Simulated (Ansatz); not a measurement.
# AlH3Sb: the cost of one run

Method: UKS PBE0/def2-SVP, in Ansatz 0.2.0.

**1. The starting structure**

Bond lengths: Al1–Sb2 2.650 Å, Al1–H3 1.614 Å, Sb2–H4 1.756 Å, Sb2–H5 1.755 Å. Angles: Al1–Sb2–H4 71.5°, Al1–Sb2–H5 71.5°, H4–Sb2–H5 84.2°, Sb2–Al1–H3 126.8°.

Coordinates:

```xyz
5

Al    0.6211   -1.0106    0.1300
Sb   -0.8081    1.2134    0.3124
H     1.0297   -1.9978    1.3395
H    -1.4081    0.2762   -1.0461
H     0.5653    1.5189   -0.7358
```

**2. End point A**

The input, input.yaml:

```yaml
crystal:
  periodic: [false, false, false]
  atoms:
    - { symbol: Al, position_ang: [0.62112, -1.01063, 0.13002] }
    - { symbol: Sb, position_ang: [-0.80813, 1.21338, 0.3124] }
    - { symbol: H, position_ang: [1.02975, -1.99779, 1.3395] }
    - { symbol: H, position_ang: [-1.40805, 0.27615, -1.04611] }
    - { symbol: H, position_ang: [0.56531, 1.51889, -0.73581] }
magnetization:
  spin_polarized: true
  initial_magnetization: 1
basis:
  gaussian: { orbitals: def2-SVP }
hamiltonian:
  xc: pbe0
relax:
  f_tol: 0.015
  max_steps: 40
output:
  orbitals: {}
```

Run with:

```console
$ ansatz run input.yaml --threads 1 --pin off --max-ram 2048MiB --backend cpu --events-out ev --progress --plain --runs-dir out
```

**Question.** How long does this run take on 1 thread of Intel Xeon 6975P-C (Granite Rapids), shared host, and how much memory does it need?

About 22 s, with a peak of 0.17 GiB.
